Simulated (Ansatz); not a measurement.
I need vertical spin-state energies of CH₇AlOSi, SMILES C[SiH2][O][AlH2]. Use Ansatz's Python interface. Settings (for the species named): Hartree-Fock, pcseg-2 basis, multiplicity 1.

The script reads `ch7alosi.xyz`:
```text
11

C    -0.66350    1.88270    0.16470
Si   -0.42490    0.10380   -0.13330
O     1.13950   -0.29220    0.35820
Al    1.42780   -2.08280    0.04710
H    -0.59130    2.14880    1.21430
H     0.02390    2.53120   -0.43440
H    -1.71250    2.19480   -0.16700
H    -0.55050   -0.15860   -1.57420
H    -1.40670   -0.63710    0.69040
H     1.88950   -2.59880   -1.34280
H     0.93410   -3.14870    1.19770
```

The script, `spin.py`:
```python
"""Vertical spin-state energies of CH7AlOSi."""

import warnings

import ansatz as az

BASIS_SET = "pcseg-2"
XC = "hf"


def main() -> None:
    warnings.simplefilter("ignore", az.DeckWarning)

    geometry = az.Crystal.molecule_from_extxyz("ch7alosi.xyz")

    calculation = geometry.calculation().basis(gaussian=BASIS_SET).functional(XC)
    found = {}
    for unpaired in [0, 2]:
        data = calculation.spin("collinear", total=unpaired).run(threads=1, backend="cpu").report
        s = unpaired / 2
        found[unpaired] = data["free_energy_ev"]
        print(f"2S+1 = {unpaired + 1}: E = {found[unpaired]:.5f} eV, <S^2> = {abs(data['mean_field']['state']['spin_squared']):.3f} (pure state {s * (s + 1):.2f})")
    lowest = min(found, key=found.get)
    for unpaired, e in found.items():
        print(f"multiplicity {unpaired + 1}: {96.485332 * (e - found[lowest]):.1f} kJ/mol above the lowest")


if __name__ == "__main__":
    main()
```

```console
$ python spin.py
2S+1 = 1: E = -17627.23977 eV, <S^2> = 0.000 (pure state 0.00)
2S+1 = 3: E = -17622.24097 eV, <S^2> = 2.028 (pure state 2.00)
multiplicity 1: 0.0 kJ/mol above the lowest
multiplicity 3: 482.3 kJ/mol above the lowest
```

In order: multiplicity 1 (+0.00 eV) and multiplicity 3 (+5.00 eV), all at the one geometry.

Notes:
- Total energies depend on the basis set; only differences at equal settings carry meaning.
- The geometry is a force-field or estimated start, not a minimum of this method, and the basis set is short of its limit. All parts are taken at fixed geometry, without zero-point energy.
- Hartree-Fock leaves correlation out, so it favours high-spin states too much.
- Finished in 2.3 min on 1 thread of Arm Neoverse V1, on a shared host, peak memory 0.91 GiB.
